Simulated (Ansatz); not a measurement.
**CH2SSe (SMILES C1S[Se]1): one structure at several levels**

An exercise on one series of results from a longer session: the logs are not shown, and one member is left open.

Computed with Ansatz 0.2.0, Gaussian basis. Level: single points in def2-TZVPP.

Correlated methods freeze the cores. Filled d shells of the heavier atoms are correlated.

**The system as given**

SMILES `C1S[Se]1`, 5 atoms, charge 0, spin multiplicity 1.

Atoms are counted from 1 here; the program's logs count them from 0.

Bond lengths: C1–S2 1.809 Å, C1–Se3 1.939 Å, C1–H4 1.089 Å, C1–H5 1.093 Å, S2–Se3 2.236 Å. Angles: S2–C1–Se3 73.2°, S2–C1–H4 111.3°, S2–C1–H5 111.8°, Se3–C1–H4 118.1°, Se3–C1–H5 116.7°, H4–C1–H5 117.2°, C1–S2–Se3 56.1°, C1–Se3–S2 50.7°.

Coordinates:

```xyz
5
CH2SSe
C    -0.1096    0.2962   -0.1905
S    -0.3784   -0.5495    1.3860
Se    1.0314   -1.2715   -0.1926
H    -1.0079    0.2781   -0.8064
H     0.3830    1.2625   -0.0544
```

The first run:

The input, run/in.yaml:

```yaml
crystal:
  periodic: [false, false, false]
  atoms:
    - {symbol: C, position_ang: [-0.109563, 0.296184, -0.190452]}
    - {symbol: S, position_ang: [-0.378393, -0.549496, 1.385974]}
    - {symbol: Se, position_ang: [1.031352, -1.271453, -0.192576]}
    - {symbol: H, position_ang: [-1.007863, 0.278113, -0.806412]}
    - {symbol: H, position_ang: [0.383008, 1.262505, -0.054413]}
basis:
  gaussian: {orbitals: def2-TZVPP}
hamiltonian: {xc: pbe, dispersion: d4}
output: {forces: true}
```

Run with:

```
> ansatz run in.yaml --threads 2 --pin off --events-out ev --progress --plain --max-ram 3481MiB
```

Among the steps run: PBE-D4/def2-TZVPP; r2SCAN-D4/def2-TZVPP; PBE0-D4/def2-TZVPP; wB97M-V/def2-TZVPP; CCSD(T)/def2-TZVPP.

One table of the session follows, with a row left open; its other results are not shown here.

| method | RMS force component (eV/Å) | angle to CCSD(T) forces (°) | dipole (D) |
| --- | --- | --- | --- |
| PBE-D4 | ? | ? | ? |
| r2SCAN-D4 | 0.300 | 22.3 | 1.58 |
| PBE0-D4 | 0.356 | 39.4 | 1.54 |
| wB97M-V | 0.351 | 32.9 | 1.49 |
| CCSD(T) | 0.286 | reference | 1.49 |

Estimate the missing values for PBE-D4.

**Answer.** RMS force component (eV/Å): 0.243; angle to CCSD(T) forces (°): 27.4; dipole (D): 1.48. In the column «RMS force component (eV/Å)» it is the lowest.
